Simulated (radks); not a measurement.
**Ni³⁺ in [Ar] 3d7: an all-electron calculation**

The task here is to estimate one member of a computed series from the others.

Program: radks (a radial shooting solver on a logarithmic mesh, Libxc functionals) version 1. Level of theory: non-relativistic Kohn-Sham, PBE, spin-polarised, spherical densities, point nucleus; open shells are filled with parallel spins first. These are calculated values, not measurements, unless marked.

### The atom as given

| Item | Value |
| --- | --- |
| element | nickel (Z = 28) |
| charge | +3 |
| electrons | 25 |
| configuration | [Ar] 3d7 |

The outer shells:

Ni³⁺
```
[Ar] core
3d [↑↓][↑↓][↑ ][↑ ][↑ ]
```

Set-up of the first run:

Settings of this run:

```text
Z 28
configuration [Ar] 3d7
relativity non-relativistic
functional pbe,pbe
spin polarised
nucleus point
```

One table of the session follows, with a row left open; its other results are not shown here.

It belongs to the step «Shells». Radial moments (bohr):

| level | <r> | outermost maximum (interpolated) | 90 % within | nodes |
| --- | --- | --- | --- | --- |
| 1s down | 0.05483 | 0.0361 | 0.0977 | 0 |
| 1s up | 0.05483 | 0.0361 | 0.0977 | 0 |
| 2s up | 0.2484 | 0.208 | 0.384 | 1 |
| 2s down | 0.2481 | 0.208 | 0.384 | 1 |
| 2p up | 0.2168 | 0.166 | 0.354 | 0 |
| 2p down | 0.2165 | 0.166 | 0.354 | 0 |
| 3s up | 0.7438 | 0.646 | 1.11 | 2 |
| 3s down | 0.7462 | 0.647 | 1.12 | 2 |
| 3p up | 0.7715 | 0.648 | 1.19 | 1 |
| 3p down | ? | ? | ? | ? |
| 3d up | 0.8840 | 0.616 | 1.49 | 0 |
| 3d down | 0.9053 | 0.621 | 1.54 | 0 |

Estimate the missing values for 3p down.

**Answer.** <r>: 0.7755; outermost maximum (interpolated): 0.649; 90 % within: 1.19; nodes: 1. In the column «<r>» it lies between 3p up (0.7715) and 3d up (0.8840).

Caveats from the session: Open shells are spherical and high-spin; term and fine-structure splittings are not resolved.
